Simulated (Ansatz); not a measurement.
# C3H7B: how energies converge with the basis set

An exercise on one series of results from a longer session: the logs are not shown, and one member is left open.

Method: one geometry, several basis sets; program: Ansatz 0.2.0, Gaussian basis.

Plan: PBE0-D4/def2-SVP; ωB97M-V/def2-SVP; PBE0-D4/def2-QZVPP; ωB97M-V/def2-QZVPP; the functionals' def2-TZVPP values are taken from earlier runs.

## The geometry

An earlier PBE0-D4 in a triple-zeta def2 set relaxation fixed the geometry.

SMILES `CC1BC1`, 11 atoms, charge 0, spin multiplicity 1.

Atoms are counted from 1 here; the program's logs count them from 0.

Bond lengths: C1–C2 1.511 Å, C1–H5 1.094 Å, C1–H6 1.093 Å, C1–H7 1.094 Å, C2–B3 1.525 Å, C2–C4 1.540 Å, C2–H8 1.090 Å, B3–C4 1.524 Å, B3–H9 1.185 Å, C4–H10 1.086 Å, C4–H11 1.089 Å. Angles: C2–C1–H5 111.3°, C2–C1–H6 111.3°, C2–C1–H7 111.3°, H5–C1–H6 108.2°, H5–C1–H7 107.3°, H6–C1–H7 107.3°, C1–C2–B3 122.6°, C1–C2–C4 120.0°, C1–C2–H8 113.8°, B3–C2–C4 59.6°, B3–C2–H8 116.3°, C4–C2–H8 113.8°, C2–B3–C4 60.6°, C2–B3–H9 149.9°, C4–B3–H9 149.3°, C2–C4–B3 59.7°, C2–C4–H10 118.0°, C2–C4–H11 117.6° and more.

The first run:

File in.yaml:

```yaml
crystal:
  periodic: [false, false, false]
  atoms:
    - {symbol: C, position_ang: [-0.750194, 1.112673, 0.369417]}
    - {symbol: C, position_ang: [-0.382308, -0.183051, -0.314708]}
    - {symbol: B, position_ang: [0.970433, -0.404733, -0.983957]}
    - {symbol: C, position_ang: [0.657591, -1.121508, 0.324348]}
    - {symbol: H, position_ang: [-1.440354, 0.941554, 1.201306]}
    - {symbol: H, position_ang: [-1.223057, 1.808940, -0.327596]}
    - {symbol: H, position_ang: [0.133099, 1.611545, 0.777943]}
    - {symbol: H, position_ang: [-1.231380, -0.704280, -0.756085]}
    - {symbol: H, position_ang: [1.740721, -0.149750, -1.848049]}
    - {symbol: H, position_ang: [0.440972, -2.185973, 0.343297]}
    - {symbol: H, position_ang: [1.149878, -0.782514, 1.234484]}
basis:
  gaussian: {orbitals: def2-SVP}
hamiltonian: {xc: pbe0, dispersion: d4}
output: {orbitals: {seedname: orbitals}}
```

The run is started by

```
$ ansatz run in.yaml --threads 2 --pin off --events-out ev --progress --plain --max-ram 4352MiB
```

Steps of the session up to this table: PBE0-D4 in def2-SVP; ωB97M-V in def2-SVP; PBE0-D4 in def2-QZVPP; ωB97M-V in def2-QZVPP.

One table of the session follows, with a row left open; its other results are not shown here.

It belongs to the step «Density functionals: the series». 

```
functional       basis  HOMO (eV)
   PBE0-D4    def2-SVP          ?
   PBE0-D4  def2-TZVPP      -7.11
   PBE0-D4  def2-QZVPP      -7.12
   ωB97M-V    def2-SVP      -9.36
   ωB97M-V  def2-TZVPP      -9.40
   ωB97M-V  def2-QZVPP      -9.40
```

**Question.** Estimate the row for PBE0-D4, def2-SVP.

**Answer.** HOMO (eV): -7.08. In the column «HOMO (eV)» it is the highest.
